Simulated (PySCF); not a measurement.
# C6H9NO: geometry, NMR shifts, spin-spin couplings and electronic excitations

Wanted: the NMR shifts, spin-spin couplings and electronic excitations of C6H9NO (`C=C/C=C/NC(C)=O`), by calculation.

Programs: PySCF 2.14.0, with density-fitted response routines of our own. Each step states its level of theory. These are calculated values for one molecule in the gas phase, unless marked as measured. Atoms are numbered from 0 throughout.

### Step 1. The starting structure

17 atoms, charge 0, multiplicity 1; geometry from: GFN2-xTB.

Bonds of the start (Å): C0–C1 1.33, C1–C2 1.44, C2–C3 1.34, C3–N4 1.38, N4–C5 1.37, C5–C6 1.51, C5–O7 1.21, C0–H8 1.08, C0–H9 1.08, C1–H10 1.08, C2–H11 1.08, C3–H12 1.08, N4–H13 1.01, C6–H14 1.09, C6–H15 1.09, C6–H16 1.09.

### Step 2. Geometry optimisation at PBE0-D3(BJ)/def2-SVP

Job settings and geometry (Å):

```
{"job": {"xc": "PBE0", "basis": "def2-SVP", "d3": "d3bj", "grid": 1, "kind": "geom"}, "charge": 0, "multiplicity": 1}
C      3.720536     0.709461    -0.829230
C      2.694485     0.114630    -0.226106
C      1.325758     0.536801    -0.372304
C      0.301095    -0.068940     0.237030
N     -1.015558     0.325806     0.097169
C     -2.067061    -0.291480     0.721703
C     -3.401680     0.335205     0.384361
O     -1.924988    -1.237015     1.460328
H      3.579581     1.560759    -1.475024
H      4.732953     0.369649    -0.700684
H      2.862190    -0.738681     0.417383
H      1.143854     1.390117    -1.014128
H      0.425756    -0.920775     0.889413
H     -1.199295     1.115498    -0.505897
H     -4.188582    -0.190200     0.916823
H     -3.408861     1.383836     0.675185
H     -3.587181     0.266823    -0.685935
```

**Question.** This job is followed by: GIAO PBE0/pcSseg-1 NMR shielding, non-relativistic, gas phase; B3LYP/pcJ-1 indirect spin-spin coupling, non-relativistic, gas phase; TDDFT CAM-B3LYP/def2-SVPD, vertical, gas phase, core orbitals frozen in the response; GIAO wB97X-D/pcSseg-1 NMR shielding, non-relativistic, gas phase. What will the session give for the following? rotational constants (main isotopes); 13C shifts against TMS (PBE0/pcSseg-1); 1H shifts against TMS (PBE0/pcSseg-1, means over atoms taken as alike); 15N shifts against NH3 (PBE0/pcSseg-1); 17O shifts against H2O (PBE0/pcSseg-1); largest coupling of the table (B3LYP/pcJ-1); lowest singlet (CAM-B3LYP/def2-SVPD); lowest triplet; vertical ionisation energy (ΔSCF); range of the shift of N4.

As calculated:

| quantity | value |
| --- | --- |
| rotational constants (main isotopes) | 8.39, 0.75, 0.69 GHz |
| 13C shifts against TMS (PBE0/pcSseg-1) | 165.7, 143.3, 133.6, 119.2, 114.4, 23.4 ppm |
| 1H shifts against TMS (PBE0/pcSseg-1, means over atoms taken as alike) | 7.19, 6.37, 5.79, 5.48, 5.20, 5.16, 1.90 ppm |
| 15N shifts against NH3 (PBE0/pcSseg-1) | 162.4 ppm |
| 17O shifts against H2O (PBE0/pcSseg-1) | 458.3 ppm |
| largest coupling of the table (B3LYP/pcJ-1) | 1J(C,H) C3–H12, 182.4 Hz |
| lowest singlet (CAM-B3LYP/def2-SVPD) | 5.05 eV (245 nm), f = 1.014 |
| lowest triplet | 2.90 eV |
| vertical ionisation energy (ΔSCF) | 7.93 eV |
| range of the shift of N4 | 156.2 to 162.4 ppm |

The optimisation took 6 steps and gained 0.049 eV; among the close pairs (by a distance rule), C0–H8 changed most, from 1.078 to 1.094 Å. At PBE0/pcSseg-1: The widest tensor belongs to O7: span 800 ppm, with a paramagnetic part of -528 ppm. In the run at B3LYP/pcJ-1, the largest coupling of the table is C3–H12, 182.4 Hz, of which the Fermi-contact term gives 181.5 Hz. Couplings across rotatable bonds belong to this one conformer; where others are populated, the observed values are averages. The first singlet state (HOMO→LUMO 0.97) lies at 5.05 eV and is bright. The lowest triplet lies 2.15 eV below the lowest singlet (triplets in Tamm-Dancoff, singlets in full TDDFT). The orbital energy would give 7.28 eV for ionisation, ΔSCF gives 7.93 eV. Across the 2 runs the shift of N4 moves most, between 156.2 (wB97X-D/pcSseg-1) and 162.4 ppm (PBE0/pcSseg-1).
